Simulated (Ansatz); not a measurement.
# CH9NOSi2: one species, many methods

The task here is to estimate one member of a computed series from the others.

Computed with Ansatz 0.2.0, Gaussian basis. Level: functionals in def2-TZVPP, the program's frozen cores in correlated methods.

Levels to be run: PBE-D4, r2SCAN-D4, PBE0-D4, B3LYP-D4, ωB97X-V, ωB97M-V, B2PLYP; CCSD(T)/def2-TZVPP; MP2/def2-QZVPP; extrapolation to the limit.

## The relaxed structure

An earlier PBE0-D4 in a triple-zeta def2 set relaxation fixed the geometry.

SMILES `CO[SiH2][SiH2]N`, 14 atoms, charge 0, spin multiplicity 1.

Atoms are counted from 1 here; the program's logs count them from 0.

Bond lengths: C1–O2 1.410 Å, C1–H6 1.091 Å, C1–H7 1.097 Å, C1–H8 1.096 Å, O2–Si3 1.648 Å, Si3–Si4 2.350 Å, Si3–H9 1.485 Å, Si3–H10 1.498 Å, Si4–N5 1.731 Å, Si4–H11 1.500 Å, Si4–H12 1.489 Å, N5–H13 1.009 Å, N5–H14 1.008 Å. Angles: O2–C1–H6 108.2°, O2–C1–H7 111.2°, O2–C1–H8 111.7°, H6–C1–H7 108.4°, H6–C1–H8 108.8°, H7–C1–H8 108.5°, C1–O2–Si3 122.4°, O2–Si3–Si4 112.8°, O2–Si3–H9 106.1°, O2–Si3–H10 110.1°, Si4–Si3–H9 110.8°, Si4–Si3–H10 108.4°, H9–Si3–H10 108.5°, Si3–Si4–N5 108.7°, Si3–Si4–H11 108.1°, Si3–Si4–H12 111.4°, N5–Si4–H11 115.4°, N5–Si4–H12 106.9° and more.

The first run:

Contents of in.yaml:

```yaml
crystal:
  periodic: [false, false, false]
  atoms:
    - {symbol: C, position_ang: [-0.819647, 1.943485, 0.501305]}
    - {symbol: O, position_ang: [0.217970, 1.390578, 1.279328]}
    - {symbol: Si, position_ang: [1.282841, 0.287469, 0.675470]}
    - {symbol: Si, position_ang: [0.237628, -1.691657, -0.039497]}
    - {symbol: N, position_ang: [-0.770953, -1.325573, -1.398155]}
    - {symbol: H, position_ang: [-1.430100, 2.575676, 1.148411]}
    - {symbol: H, position_ang: [-0.419642, 2.563065, -0.310552]}
    - {symbol: H, position_ang: [-1.456546, 1.166464, 0.063744]}
    - {symbol: H, position_ang: [2.250239, 0.009281, 1.767448]}
    - {symbol: H, position_ang: [2.028729, 0.873908, -0.483952]}
    - {symbol: H, position_ang: [1.302190, -2.718552, -0.286319]}
    - {symbol: H, position_ang: [-0.648498, -2.249958, 1.018804]}
    - {symbol: H, position_ang: [-1.416885, -2.025916, -1.729373]}
    - {symbol: H, position_ang: [-0.370127, -0.827670, -2.177863]}
basis:
  gaussian: {orbitals: def2-TZVPP}
hamiltonian: {xc: pbe, dispersion: d4}
output: {forces: true, orbitals: {seedname: orbitals}}
```

Started as:

```bash
$ ansatz run in.yaml --threads 4 --pin off --events-out ev --progress --plain --max-ram 10444MiB
```

Steps of the session up to this table: PBE-D4 (GGA); r2SCAN-D4 (meta-GGA); PBE0-D4 (hybrid); B3LYP-D4 (hybrid); ωB97X-V (range-separated); ωB97M-V (range-separated); B2PLYP (double hybrid); CCSD(T) in def2-TZVPP; MP2 in def2-QZVPP.

One table of the session follows, with a row left open; its other results are not shown here.

It belongs to the step «Atomisation energies». 

```
            method  atomisation energy (kcal/mol)
            PBE-D4                         1152.3
         r2SCAN-D4                         1142.7
           PBE0-D4                         1137.1
          B3LYP-D4                         1147.3
           ωB97X-V                         1152.8
           ωB97M-V                              ?
            B2PLYP                         1131.7
     HF/def2-TZVPP                          831.1
    MP2/def2-TZVPP                         1120.9
   CCSD/def2-TZVPP                         1101.2
CCSD(T)/def2-TZVPP                         1114.8
           MP2/CBS                         1153.6
       CCSD(T)/CBS                         1147.5
```

Q: Estimate the row for ωB97M-V from the others.

As computed: atomisation energy (kcal/mol): 1148.2. In the column «atomisation energy (kcal/mol)» it lies between CCSD(T)/CBS (1147.5) and PBE-D4 (1152.3).

To keep in mind: Free atoms (1 C, 1 O, 2 Si, 1 N, 9 H) were run apart at each level; the atomisation energy is their sum less the molecule, without zero-point or spin-orbit terms.
